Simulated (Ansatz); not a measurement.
**Ti3SnO8: the band gap up the ladder of functionals**

An exercise on one series of results from a longer session: the logs are not shown, and one member is left open.

Program: Ansatz 0.2.0. PAW datasets, plane waves. The cell comes from a prototype generator: it can be a known phase or a hypothetical one. Spin polarisation is off.

## The structure to begin with

The cell was relaxed beforehand with r2SCAN.

Space group Cmmm (No. 65), orthorhombic; conventional cell a = 6.559 Å, b = 6.560 Å, c = 6.039 Å, 10.83 Å³ an atom. Around Ti lie 6 O at 1.95–1.97 Å; around Sn lie 6 O at 2.05 Å; around O lie 2 Ti at 1.95–1.97 Å and 1 Sn at 2.05 Å; around O lie 2 Ti at 1.97 Å and 1 Sn at 2.05 Å; around Ti lie 6 O at 1.95–2.00 Å.

Structure file:

Space group Cmmm (No. 65). a = 6.559 Å, b = 6.560 Å, c = 6.039 Å, α = 90.00°, β = 90.00°, γ = 90.00°
```csv
atom,site,symmetry,x,y,z
Ti,4l,mm2,0.5000,0.0000,0.2550
Sn,2a,mmm,0.0000,0.0000,0.0000
O,8o,.m.,0.1998,0.0000,0.2617
O,4i,m2m,0.5000,0.8120,0.0000
Ti,2d,mmm,0.0000,0.0000,0.5000
O,4j,m2m,0.5000,0.8054,0.5000
```

Set-up of the first run:

Input file input.yaml:

```yaml
crystal:
  lattice:
    - [3.2796426123, -3.2801821277, 0.0]
    - [3.2796426123, 3.2801821277, 0.0]
    - [0.0, 0.0, 6.0391402093]
  atoms:
    - { symbol: Ti, position: [0.5, 0.5, 0.2549863838] }
    - { symbol: Sn, position: [0.0, 0.0, 0.0] }
    - { symbol: O, position: [0.1997951546, 0.1997951546, 0.2616657692] }
    - { symbol: O, position: [0.8002048454, 0.8002048454, 0.2616657692] }
    - { symbol: O, position: [0.6879707841, 0.3120292159, 0.0] }
    - { symbol: O, position: [0.3120292159, 0.6879707841, 0.0] }
    - { symbol: Ti, position: [0.5, 0.5, 0.7450136162] }
    - { symbol: Ti, position: [0.0, 0.0, 0.5] }
    - { symbol: O, position: [0.1997951546, 0.1997951546, 0.7383342308] }
    - { symbol: O, position: [0.8002048454, 0.8002048454, 0.7383342308] }
    - { symbol: O, position: [0.6946221317, 0.3053778683, 0.5] }
    - { symbol: O, position: [0.3053778683, 0.6946221317, 0.5] }
kpoints:
  mp_grid: { grid: [6, 6, 4] }
  band_path:
    path:
      - [[0.0, 0.0, 0.0], [-0.5, 0.5, 1.879644678917e-34], [-0.4999177681311, 0.5000822318689, 1.880220857571e-34]]
      - [[0.4999177681311, 0.4999177681311, 3.502801896621e-34], [0.0, 0.0, 0.0], [-3.300753398391e-51, 3.32209211695e-51, 0.5], [0.4999177681311, 0.4999177681311, 0.5]]
      - [[-0.4999177681311, 0.5000822318689, 0.5], [-0.5, 0.5, 0.5], [-0.5, 0.5, 1.879644678917e-34]]
      - [[0.0, 0.0, 0.0], [1.619980809528e-17, 0.5, 2.691511377096e-34], [1.619980809528e-17, 0.5, 0.5], [-3.300753398391e-51, 3.32209211695e-51, 0.5], [-0.5, 0.5, 0.5]]
    npoints: 10
hamiltonian:
  xc: pbe
scf:
  occupations: { method: fermi_dirac, width: 0.02 }
  n_extra_bands: 7
output:
  forces: true
  stress: true
  eigenvalues: true
```

Among the steps run: PBE band path; Single point with r2SCAN; Single point with HSE06; PBE+SOC; PBE0 at the same geometry.

One table of the session follows, with a row left open; its other results are not shown here.

```
  level  gap (eV)
    PBE      1.76
 r2SCAN      2.18
  HSE06      3.36
PBE+SOC      1.77
   PBE0         ?
```

Estimate the missing values for PBE0.

**Answer.** gap (eV): 4.12. In the column «gap (eV)» it is the highest.

Meshes: PBE 6×6×4, r2SCAN 6×6×4, HSE06 4×4×4, PBE+SOC 6×6×4, PBE0 4×4×4

The gap runs from 1.76 eV (PBE) to 4.12 eV (PBE0). Against HSE06, PBE is short by 1.60 eV, at 52 % of it, and r2SCAN 65 %. PBE0 lies 0.76 eV above HSE06, which differs from it by screening the long-range exchange.

To keep in mind: Warnings in the runs' records: stress scf threshold loose, stress exchange threshold loose.
